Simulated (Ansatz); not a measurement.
# SiB6, relaxed

Aim: in SiB6, a database entry, slightly rescaled, relax cell and atoms, then read levels, charges and fields where it ends.

Method: DFT, PBE, no spin polarisation, plane waves, PAW, in Ansatz 0.2.0.

## (1) Geometry

The structure is cubic, space group Pm-3m (No. 221). The conventional cell has a = 4.137 Å, b = 4.137 Å, c = 4.137 Å, α = 90.00°, β = 90.00°, γ = 90.00°. B (site symmetry 4mm) is surrounded by 5 B at 1.70 to 1.74 Å. Around Si (site symmetry m-3m) lie 24 B at 3.05 Å.

Coordinates:

```xyz
7
Lattice="4.1371 0.0000 0.0000 0.0000 4.1371 0.0000 0.0000 0.0000 4.1371" Properties=species:S:1:pos:R:3 pbc="T T T"
B     0.8688    2.0686    2.0686
B     2.0686    0.8688    2.0686
B     3.2683    2.0686    2.0686
B     2.0686    3.2683    2.0686
B     2.0686    2.0686    0.8688
B     2.0686    2.0686    3.2683
Si    0.0000    0.0000    0.0000
```

It starts from an earlier solution of the starting cell (checkpoint.read).

## (2) Relaxing

Input file input.yaml:

```yaml
crystal:
  lattice:
    - [4.137101, 0.0, 0.0]
    - [0.0, 4.137101, 0.0]
    - [0.0, 0.0, 4.137101]
  atoms:
    - { symbol: B, position: [0.21, 0.5, 0.5] }
    - { symbol: B, position: [0.5, 0.21, 0.5] }
    - { symbol: B, position: [0.79, 0.5, 0.5] }
    - { symbol: B, position: [0.5, 0.79, 0.5] }
    - { symbol: B, position: [0.5, 0.5, 0.21] }
    - { symbol: B, position: [0.5, 0.5, 0.79] }
    - { symbol: Si, position: [0.0, 0.0, 0.0] }
  symmetry: { tolerance: 0.0003 }
kpoints:
  mp_grid: { grid: [6, 6, 6], shift: [0, 0, 0] }
magnetization:
  spin_polarized: false
scf:
  occupations: { method: fermi_dirac }
  lower_state_search: "off"
hamiltonian:
  pseudopotentials: { kind: paw }
  xc: pbe
basis:
  ecutwfc: 420
  fft_grid_basis: typed
relax:
  max_steps: 80
  cell: { p_target: 0.0 }
output:
  forces: true
  stress: true
  eigenvalues: true
  bader: true
  populations: true
  elf: true
  write_potential: true
  volumetric_format: npy
  dos:
    e_range: [-12, 8]
    de: 0.05
    projected: { site_lists: { B: [B], Si: [Si] } }
checkpoint:
  read: saved_state
```

Launch:

```sh
> ansatz run input.yaml --threads 2 --pin off --max-ram 2560MiB --backend cpu --events-out ev --progress --plain --runs-dir out
```

Before running it: what results should come out? Wanted: moves; energy gained; largest move; cell; volume; pressure at the end; character; Bader charges.

The runs gave:

| quantity | value |
| --- | --- |
| moves | 4 |
| energy gained | 45.9 meV/atom |
| largest move | 0.04 Å (B) |
| space group (0.01 Å), before / after | Pm-3m / Pm-3m |
| cell | a = 4.134 Å, b = 4.134 Å, c = 4.134 Å, α = 90.00°, β = 90.00°, γ = 90.00° |
| volume | 10.09 Å³/atom (-0.2 %) |
| pressure at the end | -0.02 GPa |
| formation energy (elements from separate runs) | 0.46 eV/atom |
| character | bands touch or nearly touch |
| Bader charges | B -0.16, Si +0.96 e |

**Reading.** The volume shrank by 0.2 %, and the largest move of an atom is 0.04 Å apart from the change of the cell; the energy fell by 45.9 meV per atom. The run held to 48 symmetry operations, so a lower structure without them is not ruled out. Counted by bands, the filled and empty levels lie 0.07 eV apart on this mesh: a semimetal or a very narrow gap, which this mesh and smearing cannot settle. By Bader's partition Si gives up most (+0.96 e) and B takes most (-0.16 e). Against the elements' reference phases (alpha-rhombohedral (B12), Si diamond; separate runs with the same functional) the formation energy is 0.46 eV per atom, so at this geometry it is not bound against them.
